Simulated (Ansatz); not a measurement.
**Mg2TeS: a single-point run**

The task is a single-point run on Mg2TeS. The structure is shown as the input types it. The cell is built on a prototype (ordering on rocksalt) and needn't be the phase found in nature.

Program: Ansatz 0.2.0. Level of theory: density functional or hybrid calculation with the settings of its input, plane waves. These are calculated values, not measurements.

4 further runs of the same task are left out: 4 that didn't finish.

### 1 Starting point

The structure is trigonal, space group R-3m (No. 166). The conventional cell has a = 3.948 Å, b = 3.948 Å, c = 19.403 Å, α = 90.00°, β = 90.00°, γ = 120.00°. Around S (site symmetry -3m) lie 6 Mg at 2.70 Å. Te (site symmetry -3m) is surrounded by 6 Mg at 2.90 Å. Mg (site symmetry 3m) has 3 S at 2.70 Å and 3 Te at 2.90 Å as nearest neighbours.

Structure file:

```
S Te Mg
1.0
     1.97411    1.13975    6.46765
    -1.97411    1.13975    6.46765
     0.00000   -2.27951    6.46765
S Te Mg
1 1 2
Direct
  0.00000 0.00000 0.00000
  0.50000 0.50000 0.50000
  0.25865 0.25865 0.25865
  0.74135 0.74135 0.74135
```

### 2 The run

Input file input.yaml:

```yaml
crystal:
  lattice:
    - [1.9741106305, 1.139753304, 6.4676540055]
    - [-1.9741106305, 1.139753304, 6.4676540055]
    - [0.0, -2.2795066078, 6.4676540055]
  atoms:
    - { symbol: S, position: [1.0, 0.0, 0.0] }
    - { symbol: Te, position: [0.5, 0.5, 0.5] }
    - { symbol: Mg, position: [0.2586497307, 0.2586497307, 0.2586497307] }
    - { symbol: Mg, position: [0.7413502693, 0.7413502693, 0.7413502693] }
kpoints:
  mp_grid: { grid: [6, 6, 6] }
hamiltonian:
  xc: r2scan
scf:
  occupations: { method: cold, width: 1.5 }
  n_extra_bands: 5
output:
  forces: true
  stress: true
  eigenvalues: true
```

The run is started by

```
ansatz run input.yaml --threads 4 --pin off --max-ram 3686MiB --backend cpu --events-out ev --progress --plain --runs-dir out
```

**Question.** How will this run end, and is anything wrong with its input?

The program finished normally, with warnings (rising crossing taken). Its log warns: «the Fermi level jumped to and fro: from 7.626538 eV (rising_crossing) to 9.079032 eV (stationary_minimum) at iteration 5 ...»

In the input, scf.occupations.width is 1.5. Occupations are smeared over electronvolts, wider than many features of the bands.

Run again and compare: set scf.occupations.width to 0.001.
